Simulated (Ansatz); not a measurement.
Run this with Ansatz 0.2.0, Python API and show what comes out.

The script, `namg3o4.py`:
```python
import ansatz as az

FUNCTIONAL = "pbe"
WIDTH_EV = 0.2
SCF_TOL = 1e-07
N_EMPTY = 8
KMESH = (4, 4, 4)
CUTOFF_EV = 380

crystal = (
    az.Lattice.of((4.35375365, 0.0, 0.0), (0.0, 4.35375365, 0.0), (0.0, 0.0, 4.35375365))
    .atom("Na", (0.0, 0.0, 0.0))
    .atom("Mg", (0.0, 0.5, 0.5))
    .atom("Mg", (0.5, 0.0, 0.5))
    .atom("Mg", (0.5, 0.5, 0.0))
    .atom("O", (0.5, 0.0, 0.0))
    .atom("O", (0.5, 0.5, 0.5))
    .atom("O", (0.0, 0.0, 0.5))
    .atom("O", (0.0, 0.5, 0.0))
)

job = (
    crystal.calculation()
    .functional(FUNCTIONAL)
    .occupations(az.OccupationsMethod.GAUSSIAN, width=WIDTH_EV)
    .scf(tolerance=SCF_TOL, extra_bands=N_EMPTY)
    .kpoints(mesh=KMESH, shift=0.5)
    .basis(CUTOFF_EV)
    .forces()
    .checkpoint(write="state")
)
with az.exiting_at_sigterm():
    outcome = job.run(resume=True)
print("returned:", type(outcome).__name__)
print(f"F = {outcome.report['free_energy_ev']:.5f} eV, {outcome.report['n_iterations']} iterations")
```

```console
$ python namg3o4.py
DeckWarning: basis.ecutwfc = 380 eV is below the records' recommended 420 eV, and the density's cutoff is lower with it unless basis.ecutrho_ratio is high enough to keep the records' density cutoff: compare with a run at a higher cutoff
returned: RunOutcome
F = -9534.30375 eV, 6 iterations
```
(Warnings from the package without file and line.)

```console
$ python namg3o4.py
DeckWarning: basis.ecutwfc = 380 eV is below the records' recommended 420 eV, and the density's cutoff is lower with it unless basis.ecutrho_ratio is high enough to keep the records' density cutoff: compare with a run at a higher cutoff
returned: CompletedStep
F = -9534.30375 eV, 6 iterations
```
(Warnings from the package without file and line.)

Reading the output:
- The settings weren't tested for convergence.
- The cutoff lies under the one recommended for these potentials.
- The cell holds an odd number of electrons and is run without spin, so a magnetic state may lie lower.
- The mesh is modest for a metal, so energies can be off by several to tens of meV an atom and pressures by half a GPa or more; differences at equal mesh fare better.
- The free energy holds a sizeable smearing term, which stands for no physical temperature.
- This cell is a computed structure, which may not be the phase found in nature.
- Timing: 1.5 s on 1 thread of Arm Neoverse V2, on a shared host, peak memory 0.34 GiB.

(Lines on the test bed's own set-up are left out of the output.)
